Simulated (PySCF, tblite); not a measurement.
# C₂H₁₂GeSi₂: geometry, infrared bands and NMR shifts

Wanted: the infrared bands and NMR shifts of C₂H₁₂GeSi₂ (`C[CH2][GeH2][SiH2][SiH3]`), by calculation.

Programs: tblite 0.8.0 and PySCF 2.14.0, with density-fitted response routines of our own. Each step states its level of theory. These are calculated values for one molecule in the gas phase, unless marked as measured. Atoms are numbered from 0 throughout.

## (1) Starting geometry

17 atoms, charge 0, multiplicity 1; geometry from: force field or distance geometry start.

Bonds of the start (Å): C0–C1 1.53, C1–Ge2 1.96, Ge2–Si3 2.30, Si3–Si4 2.23, C0–H5 1.10, C0–H6 1.12, C0–H7 1.11, C1–H8 1.11, C1–H9 1.10, Ge2–H10 1.55, Ge2–H11 1.55, Si3–H12 1.46, Si3–H13 1.48, Si4–H14 1.48, Si4–H15 1.47, Si4–H16 1.47.

## (2) Relaxing the molecule with GFN2-xTB

The job: settings as JSON, then the geometry in Å.

```
{"job": {"kind": "relax", "xc": "GFN2-xTB", "basis": "xTB"}, "charge": 0, "multiplicity": 1}
C     -2.091500     0.163400     0.895500
C     -1.522000     0.509400    -0.477500
Ge    -0.277200    -0.892300    -1.052000
Si     1.467400    -1.050600     0.432700
Si     2.303800     0.976900     0.811000
H     -1.297000     0.105300     1.653000
H     -2.814800     0.961600     1.197900
H     -2.632100    -0.799600     0.857600
H     -0.965900     1.466700    -0.410900
H     -2.340800     0.596200    -1.206600
H     -1.035400    -2.246200    -1.141000
H      0.268700    -0.516600    -2.449500
H      2.504400    -1.934600    -0.102500
H      0.977500    -1.611800     1.707700
H      1.246000     1.850400     1.356000
H      2.780900     1.541500    -0.455800
H      3.420900     0.892300     1.761100
```

Launch:

```
> OMP_NUM_THREADS=1 python probes_run.py task.json out
```

The driver reads the jobs from task.json and runs them one after another.

Log:

```text
step      E/eV     max force
  0    -428.67716    1.201
  1    -428.74568    0.483
  2    -428.78387    0.364
  3    -428.80237    0.326
  4    -428.82871    0.371
  5    -428.85056    0.352
  6    -428.87053    0.349
  7    -428.88456    0.340
  8    -428.89525    0.232
  9    -428.90071    0.198
 10    -428.90348    0.155
 11    -428.90599    0.166
 12    -428.90845    0.137
 13    -428.91018    0.083
 14    -428.91107    0.059
 15    -428.91156    0.048
 16    -428.91197    0.051
 17    -428.91234    0.047
 18    -428.91265    0.047
 19    -428.91292    0.042
 20    -428.91318    0.041
 21    -428.91346    0.044
 22    -428.91373    0.042
 23    -428.91396    0.036
 24    -428.91415    0.031
 25    -428.91430    0.029
 26    -428.91446    0.034
 27    -428.91466    0.049
 28    -428.91491    0.047
 29    -428.91516    0.041
 30    -428.91539    0.040
 31    -428.91566    0.042
 32    -428.91602    0.062
 33    -428.91646    0.058
 34    -428.91689    0.044
 35    -428.91723    0.050
 36    -428.91755    0.047
 37    -428.91794    0.064
 38    -428.91840    0.079
 39    -428.91882    0.061
 40    -428.91912    0.045
 41    -428.91933    0.038
 42    -428.91954    0.043
 43    -428.91971    0.043
 44    -428.91982    0.024
 45    -428.91989    0.022
 46    -428.91997    0.028
 47    -428.92007    0.037
 48    -428.92021    0.041
 49    -428.92037    0.033
 50    -428.92050    0.027
 51    -428.92059    0.017
 52    -428.92064    0.017
 53    -428.92069    0.018
 54    -428.92075    0.021
 55    -428.92081    0.021
 56    -428.92086    0.019
 57    -428.92091    0.017
 58    -428.92097    0.021
 59    -428.92104    0.023
 60    -428.92112    0.020
 61    -428.92117    0.020
 62    -428.92121    0.014
 63    -428.92125    0.015
 64    -428.92128    0.010
 65    -428.92131    0.011
 66    -428.92133    0.013
 67    -428.92136    0.015
 68    -428.92140    0.017
 69    -428.92146    0.019
 70    -428.92150    0.015
 71    -428.92153    0.012
 72    -428.92156    0.014
 73    -428.92160    0.019
 74    -428.92165    0.025
 75    -428.92169    0.020
 76    -428.92172    0.012
 77    -428.92173    0.011
 78    -428.92175    0.012
 79    -428.92177    0.014
 80    -428.92178    0.009
```

It took 1.3 s on 1 thread of Intel Xeon at 2.70GHz, shared host; peak memory 0.18 GiB.

Relaxation path: (not every step is listed)

```tsv
step	energy from step 0 (eV)	largest force (eV/Å)
0	0.0000	1.2009
1	-0.0685	0.4830
2	-0.1067	0.3642
3	-0.1252	0.3262
4	-0.1515	0.3714
5	-0.1734	0.3525
6	-0.1934	0.3492
7	-0.2074	0.3404
8	-0.2181	0.2321
14	-0.2339	0.0594
20	-0.2360	0.0411
26	-0.2373	0.0335
32	-0.2389	0.0621
38	-0.2412	0.0786
44	-0.2427	0.0243
50	-0.2433	0.0266
56	-0.2437	0.0191
62	-0.2440	0.0136
68	-0.2442	0.0166
74	-0.2445	0.0254
75	-0.2445	0.0203
76	-0.2446	0.0117
77	-0.2446	0.0112
78	-0.2446	0.0121
79	-0.2446	0.0136
80	-0.2446	0.0094
```

Close pairs (by a distance rule), those that changed most:

```tsv
bond	before (Å)	after (Å)	change (Å)
Si3–Si4	2.226	2.318	+0.093
Ge2–Si3	2.296	2.352	+0.055
Ge2–H10	1.554	1.517	-0.038
Ge2–H11	1.547	1.516	-0.031
C0–H6	1.119	1.089	-0.029
C1–Ge2	1.961	1.988	+0.027
C1–H8	1.109	1.092	-0.017
C0–H7	1.105	1.089	-0.016
```

The next job starts from the end point, and lists it.

## (3) Vibrational analysis with GFN2-xTB

The job: settings as JSON, then the geometry in Å.

```
{"job": {"kind": "ir", "xc": "GFN2-xTB", "basis": "xTB"}, "charge": 0, "multiplicity": 1}
C     -2.156466     0.229838     0.877946
C     -1.612693     0.454674    -0.526059
Ge    -0.292130    -0.938213    -1.043678
Si     1.541201    -1.075265     0.422508
Si     2.427718     1.010696     0.909543
H     -1.351004     0.258559     1.611639
H     -2.887132     0.992353     1.145670
H     -2.640806    -0.743354     0.946196
H     -1.136795     1.436559    -0.580578
H     -2.437566     0.466944    -1.240127
H     -1.076264    -2.227243    -1.196811
H      0.087403    -0.643709    -2.481383
H      2.541243    -1.973255    -0.169155
H      1.089396    -1.775462     1.633952
H      1.436812     1.898818     1.528226
H      2.900020     1.698318    -0.296320
H      3.560066     0.941773     1.835079
```

Log:

```text
mode    cm-1     km/mol
  1      17.6      0.13
  2      39.6      0.03
  3      57.3      0.11
  4      71.8      0.94
  5     115.2      1.28
  6     209.1      0.56
  7     236.7      2.77
  8     306.2     44.86
  9     330.7     15.17
 10     343.4      8.19
 11     441.1     14.55
 12     453.7     14.24
 13     467.4      7.75
 14     539.5      8.35
 15     561.6     24.54
 16     597.7    201.58
 17     601.2    536.79
 18     667.6    212.89
 19     745.8    177.85
 20     780.3    524.93
 21     812.6    144.53
 22     816.7     65.17
 23     821.9    204.58
 24     873.7    224.93
 25     966.2     23.45
 26    1007.1      5.71
 27    1069.6      4.97
 28    1235.6      6.45
 29    1258.7      2.97
 30    1416.9      2.05
 31    1473.3      0.71
 32    1504.5      1.08
 33    1509.7      2.75
 34    1849.9    429.31
 35    1921.4    558.57
 36    2176.0    232.67
 37    2189.4    129.86
 38    2217.8    468.38
 39    2227.6    338.38
 40    2244.9    310.59
 41    2943.0     52.19
 42    2965.4     28.63
 43    2997.1     74.56
 44    3003.7     49.64
 45    3013.8     24.86
```

Wall time 1.5 s (1 thread of Intel Xeon at 2.70GHz, shared host); peak memory 0.18 GiB.

The strongest bands and the atoms that carry them (share of the mass-weighted mode):

```tsv
cm⁻¹	km/mol	atoms
601	536.8	H12 40 %, H11 20 %, H13 15 %
780	524.9	H15 26 %, H16 24 %, H14 23 %
1850	429.3	H10 55 %, H11 44 %
1921	558.6	H11 55 %, H10 44 %
2176	232.7	H13 92 %
2218	468.4	H14 87 %
2228	338.4	H15 93 %
2245	310.6	H16 97 %
```

## (4) Shielding tensors: PBE0/pcSseg-1

The job, as its differences from that of step 3:

```diff
@@ -1,2 +1,2 @@
-{"job": {"kind": "ir", "xc": "GFN2-xTB", "basis": "xTB"}, "charge": 0, "multiplicity": 1}
+{"job": {"kind": "nmr", "xc": "PBE0", "basis": "pcSseg-1"}, "charge": 0, "multiplicity": 1}
 C     -2.156466     0.229838     0.877946
```

With the program's defaults for keys left out, this is: GIAO PBE0/pcSseg-1 NMR shielding, non-relativistic, gas phase.

Log:

```text
coarse grid: 60264 points
cycle   1  E = -2738.4869103708  dE = -7.152e-01  |g| = 8.789e-01  |ddm| = 3.601e+00
cycle   2  E = -2738.4587008480  dE =  2.821e-02  |g| = 8.934e-01  |ddm| = 9.047e-01
cycle   3  E = -2738.5475401504  dE = -8.884e-02  |g| = 9.791e-02  |ddm| = 6.030e-01
cycle   4  E = -2738.5493729917  dE = -1.833e-03  |g| = 3.179e-02  |ddm| = 1.100e-01
cycle   5  E = -2738.5496288674  dE = -2.559e-04  |g| = 5.089e-03  |ddm| = 3.067e-02
cycle   6  E = -2738.5496344327  dE = -5.565e-06  |g| = 1.118e-03  |ddm| = 6.997e-03
final grid: 123776 points
cycle   7  E = -2738.5496567553  dE = -8.263e-08  |g| = 1.275e-03  |ddm| = 3.990e-03
cycle   8  E = -2738.5496566966  dE =  5.870e-08  |g| = 1.630e-03  |ddm| = 3.491e-03
cycle   9  E = -2738.5496571796  dE = -4.830e-07  |g| = 1.423e-04  |ddm| = 1.570e-03
cycle  10  E = -2738.5496571851  dE = -5.516e-09  |g| = 6.935e-06  |ddm| = 2.120e-04
cycle  11  E = -2738.5496571851  dE = -9.095e-12  |g| = 2.943e-06  |ddm| = 1.035e-05
converged SCF energy = -2738.5496571851

GIAO shielding tensors (ppm)
atom      isotropic    diamagn.    paramagn.     s11        s22        s33       span
  0 C      172.169     248.029     -75.860    164.082    165.658    186.767     22.685
  1 C      177.903     251.278     -73.375    172.492    177.360    183.858     11.365
  2 Ge    1570.155    2758.254   -1188.099   1493.947   1525.589   1690.929    196.982
  3 Si     476.072     880.993    -404.922    464.236    474.501    489.478     25.243
  4 Si     467.049     879.853    -412.804    458.462    463.656    479.028     20.566
  5 H       30.733      31.912      -1.179     25.144     31.475     35.581     10.437
  6 H       30.182      28.689       1.493     25.031     26.879     38.637     13.607
  7 H       30.629      30.304       0.324     25.975     28.974     36.937     10.962
  8 H       30.765      32.956      -2.191     26.500     28.729     37.065     10.565
  9 H       30.573      30.928      -0.355     24.832     28.480     38.405     13.574
 10 H       27.910      30.641      -2.731     21.387     22.634     39.708     18.322
 11 H       27.884      30.713      -2.829     21.359     22.419     39.874     18.515
 12 H       28.288      28.843      -0.555     23.980     25.786     35.096     11.116
 13 H       28.148      29.278      -1.131     24.209     26.107     34.127      9.918
 14 H       28.172      29.573      -1.401     24.045     27.503     32.968      8.923
 15 H       28.208      29.108      -0.900     24.590     26.281     33.752      9.161
 16 H       28.105      28.244      -0.138     24.343     25.290     34.683     10.339
```

It took 54 s on 1 thread of Intel Xeon at 2.70GHz, shared host; peak memory 0.91 GiB.

Shifts follow as δ = σ(reference) − σ, with reference shieldings (ppm) from runs at the same level and on the same kind of geometry: ¹H TMS 31.72, ¹³C TMS 186.9, ²⁹Si TMS 349.2, ⁷³Ge GeMe4 1331. The references are single molecules in the gas phase. Atoms listed in one row are averaged.

```tsv
atoms	environment	σ (ppm)	δ (ppm)
C0	methyl carbon	172.2	14.8
C1	sp3 CH2 bonded to Ge	177.9	9.0
H10, H11	hydrogen on a germanium bonded to C, Si	27.90	3.82
H14, H15, H16	hydrogen on a silicon bonded to Si	28.16	3.56
H12, H13	hydrogen on a silicon bonded to Ge, Si	28.22	3.50
H5, H6, H7	hydrogen on a methyl carbon	30.51	1.20
H8, H9	hydrogen on an sp3 CH2 bonded to Ge	30.67	1.05
Ge2	germanium bonded to C, Si, 2 H	1570	-239
Si4	silicon bonded to Si, 3 H	467.0	-117.9
Si3	silicon bonded to Ge, Si, 2 H	476.1	-126.9
```

Charges from the same density, by scheme (e):

```tsv
atoms	Mulliken	IAO	Hirshfeld	ESP fit
C0	-0.28	-0.41	-0.12	-0.20
C1	-0.51	-0.48	-0.14	0.00
Ge2	0.01	0.35	0.23	0.10
Si3	0.13	0.15	0.15	0.13
Si4	0.21	0.30	0.22	0.23
```

Mayer bond orders: C0–C1 1.03, C1–Ge2 0.95, Ge2–Si3 0.90, Si3–Si4 0.90.

## (5) Results

| quantity | value |
| --- | --- |
| strongest single infrared mode (GFN2-xTB) | 1921 cm⁻¹, 559 km/mol |
| zero-point energy (GFN2-xTB) | 74.5 kcal/mol |
| ¹³C shifts against TMS (PBE0/pcSseg-1) | 14.8, 9.0 ppm |
| ¹H shifts against TMS (PBE0/pcSseg-1, means over atoms taken as alike) | 3.82, 3.56, 3.50, 1.20, 1.05 ppm |
| ⁷³Ge shifts against GeMe4 (PBE0/pcSseg-1) | -239 ppm |
| ²⁹Si shifts against TMS (PBE0/pcSseg-1) | -117.9, -126.9 ppm |

**Reading.** Relaxing lowered the energy by 0.245 eV in 80 steps; the close pair that moved most is Si3–Si4, from 2.226 to 2.318 Å. No mode is imaginary among the 45: a minimum at this level. The strongest single mode, at 1921 cm⁻¹, moves mainly H11 and H10. GFN2-xTB is a fitted tight-binding method: band positions and strengths are rough. Its intensities can rank the bands wrongly. At PBE0/pcSseg-1: The largest span, 197 ppm, is at Ge2, where the paramagnetic term is -1188 ppm. Spin-orbit coupling is left out, which matters for shieldings and couplings at and beside the heavy atoms.
